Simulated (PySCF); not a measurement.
Input of a PySCF 2.14.0 run:

run.py

```python
import json
import numpy as np
from pyscf.pbc import gto, scf, dft, df
from pyscf.pbc.tools import pyscf_ase
from ase.io import read

atoms = read('H3CN.cif')
cell = pyscf_ase.cell_from_ase(atoms)
cell.basis = 'cc-pvdz'
cell.exp_to_discard = 0
cell.precision = 1e-08
cell.max_memory = 2520  # MB
cell.verbose = 4
cell.build()

res = {}
from pyscf.dispersion import dftd3
d = dftd3.DFTD3Dispersion(cell, xc='pbe0', version='d3zero', atm=False).get_dispersion(grad=True)
print('dispersion energy = %.10f' % d['energy'])
res['e_disp'] = float(d['energy'])

kpts = cell.make_kpts([1, 1, 1])
mf = dft.KRKS(cell, kpts, xc='pbe0', exxdiv='ewald')
mf = mf.density_fit()
mf.with_df._cderi = 'cderi.h5'  # three-centre integrals saved by an earlier run on this cell, basis and mesh
mf.conv_tol = 1e-07
mf.max_cycle = 60

mf.kernel()
res.update(converged=bool(mf.converged), e_tot=mf.e_tot, nelec=cell.nelectron, nao=cell.nao, mesh=list(map(int, cell.mesh)), a=cell.lattice_vectors().tolist(), coords=cell.atom_coords().tolist(),
           mo_energy=[np.real(x).tolist() for x in mf.mo_energy], mo_occ=[np.real(x).tolist() for x in mf.mo_occ])
res.update(kpts=cell.get_scaled_kpts(kpts).tolist())
res['parts'] = {k: float(np.real(v)) for k, v in mf.scf_summary.items() if np.isscalar(v)}
json.dump(res, open('results.json', 'w'))
if not mf.converged:
    raise SystemExit('SCF not converged')

print('levels (eV)')
for i, kp in enumerate(res['kpts'][:40]):
    print('k %7.4f %7.4f %7.4f  ' % tuple(kp), ' '.join('%.3f' % (x * 27.211386) for x in res['mo_energy'][i][:13]))

# Mulliken populations
dm, s = np.asarray(mf.make_rdm1()), np.asarray(mf.get_ovlp())
sites = cell.aoslice_by_atom()[:, 2:]
tot = np.einsum('kij,kji->i', dm, s).real / len(kpts)
res['mulliken'] = [cell.atom_charge(i) - tot[a0:a1].sum() for i, (a0, a1) in enumerate(sites)]
print('Mulliken charges', np.round(res['mulliken'], 5))
res['meta_lowdin'] = mf.mulliken_meta()[1].tolist()
res['done'] = True
json.dump(res, open('results.json', 'w'))
```

H3CN.cif

```cif
data_H3CN
_cell_length_a 11.00000000
_cell_length_b 12.00000000
_cell_length_c 10.00000000
_cell_angle_alpha 90.00000000
_cell_angle_beta 90.00000000
_cell_angle_gamma 90.00000000
_space_group_name_H-M_alt 'P1'
_space_group_name_Hall 'P 1'
_space_group_IT_number 1
loop_
_space_group_symop_operation_xyz
'x,y,z'
loop_
_atom_site_label
_atom_site_type_symbol
_atom_site_symmetry_multiplicity
_atom_site_Wyckoff_symbol
_atom_site_fract_x
_atom_site_fract_y
_atom_site_fract_z
_atom_site_occupancy
C1 C 1 a 0.5171750000 0.4661760000 0.5045260000 1
N1 N 1 a 0.5719920000 0.5482420000 0.4688700000 1
H1 H 1 a 0.4267440000 0.4633820000 0.5287210000 1
H2 H 1 a 0.5661430000 0.3845020000 0.4911250000 1
H3 H 1 a 0.5226250000 0.6166820000 0.4852500000 1
```

Potentials or basis: cc-pvdz (all-electron).

The run is started by

```console
$ OMP_NUM_THREADS=2 python -u run.py > log
```

(1) What does it give for the meta-löwdin charges?

(2) Estimate the dispersion energy per atom.

(3) Estimate the gap between the frontier levels.

Answers

(1) C -0.05; N -0.33; H +0.09, +0.20 e.

(2) -0.001 eV.

(3) 7.70 eV.

Caveat: this is a molecule in a periodic box at the Γ point, so its band gap is the HOMO-LUMO gap; the energy listed adds the dispersion energy to the SCF energy of the log; the basis of atomic orbitals isn't converged, which shifts pressures, moduli and gaps.
